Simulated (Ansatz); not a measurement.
**CCl3NSn: one species, many methods**

The task here is to estimate one member of a computed series from the others.

Program: Ansatz 0.2.0, Gaussian basis. Level of theory: functionals in def2-TZVPP, the program's frozen cores in correlated methods. These are calculated values, not measurements.

Plan: LDA (SPW92), PBE-D4, revPBE-D4, BLYP-D4, r2SCAN-D4, B97M-V, PBE0-D4, B3LYP-D4, r2SCANh-D4, r2SCAN0-D4, HSE06-D4, BHLYP-D4, CAM-B3LYP-D4, LC-ωPBE, ωB97X-V, ωB97M-V, B2PLYP, PBE-QIDH; CCSD(T)/def2-SVP; CCSD(T)/def2-TZVPP; MP2/def2-QZVPP; extrapolation to the limit; RPA on PBE.

## Structure used throughout

All runs share one geometry, relaxed beforehand with PBE0-D4 in a triple-zeta def2 set. Sn takes the def2 core potential; no spin-orbit term is included.

6 atoms, charge 0, spin multiplicity 1.

Atoms are counted from 1 here; the program's logs count them from 0.

Bond lengths: N1–C2 1.151 Å, C2–Sn3 2.088 Å, Sn3–Cl4 2.283 Å, Sn3–Cl5 2.283 Å, Sn3–Cl6 2.283 Å. Angles: N1–C2–Sn3 179.7°, C2–Sn3–Cl4 108.9°, C2–Sn3–Cl5 108.9°, C2–Sn3–Cl6 109.0°, Cl4–Sn3–Cl5 110.0°, Cl4–Sn3–Cl6 110.0°, Cl5–Sn3–Cl6 110.0°.

The first run:

The input, in.yaml:

```yaml
crystal:
  periodic: [false, false, false]
  atoms:
    - {symbol: N, position_ang: [1.696216, -1.810949, 1.137922]}
    - {symbol: C, position_ang: [0.980798, -1.048083, 0.656412]}
    - {symbol: Sn, position_ang: [-0.314357, 0.331896, -0.225285]}
    - {symbol: Cl, position_ang: [-2.064542, -0.792319, -1.165394]}
    - {symbol: Cl, position_ang: [0.821839, 1.491548, -1.829984]}
    - {symbol: Cl, position_ang: [-1.077752, 1.763807, 1.380229]}
basis:
  gaussian: {orbitals: def2-TZVPP}
hamiltonian: {xc: lda}
output: {orbitals: {seedname: orbitals}}
```

Started as:

```
ansatz run in.yaml --threads 4 --pin off --events-out ev --progress --plain --max-ram 10444MiB
```

Steps of the session up to this table: LDA; PBE-D4 (GGA); revPBE-D4 (GGA); BLYP-D4 (GGA); r2SCAN-D4 (meta-GGA); B97M-V (meta-GGA); PBE0-D4 (hybrid); B3LYP-D4 (hybrid); r2SCANh-D4 (hybrid); r2SCAN0-D4 (hybrid); HSE06-D4 (hybrid); BHLYP-D4 (hybrid); CAM-B3LYP-D4 (range-separated); LC-ωPBE (range-separated); ωB97X-V (range-separated); ωB97M-V (range-separated); B2PLYP (double hybrid); PBE-QIDH (double hybrid).

One of the session's tables, all rows but one given; the rest of the session is left out.

It belongs to the step «Orbital energies across the functionals». 

```
  functional  HOMO (eV)  LUMO (eV)  gap (eV)
 LDA (SPW92)      -8.70      -4.24      4.46
      PBE-D4          ?          ?         ?
   revPBE-D4      -8.48      -3.81      4.68
     BLYP-D4      -8.37      -3.86      4.51
   r2SCAN-D4      -8.95      -3.75      5.19
      B97M-V      -9.02      -3.59      5.43
     PBE0-D4     -10.02      -3.00      7.01
    B3LYP-D4      -9.71      -3.31      6.40
  r2SCANh-D4      -9.48      -3.42      6.06
  r2SCAN0-D4     -10.28      -2.91      7.37
    HSE06-D4      -9.61      -3.38      6.23
    BHLYP-D4     -11.32      -2.00      9.32
CAM-B3LYP-D4     -11.40      -1.98      9.42
     LC-ωPBE     -12.89      -0.72     12.17
     ωB97X-V     -12.48      -0.82     11.65
     ωB97M-V     -12.29      -0.91     11.38
```

Q: Estimate the row for PBE-D4 from the others.

As computed: HOMO (eV): -8.54; LUMO (eV): -3.92; gap (eV): 4.63. In the column «HOMO (eV)» it lies between LDA (SPW92) (-8.70) and revPBE-D4 (-8.48).
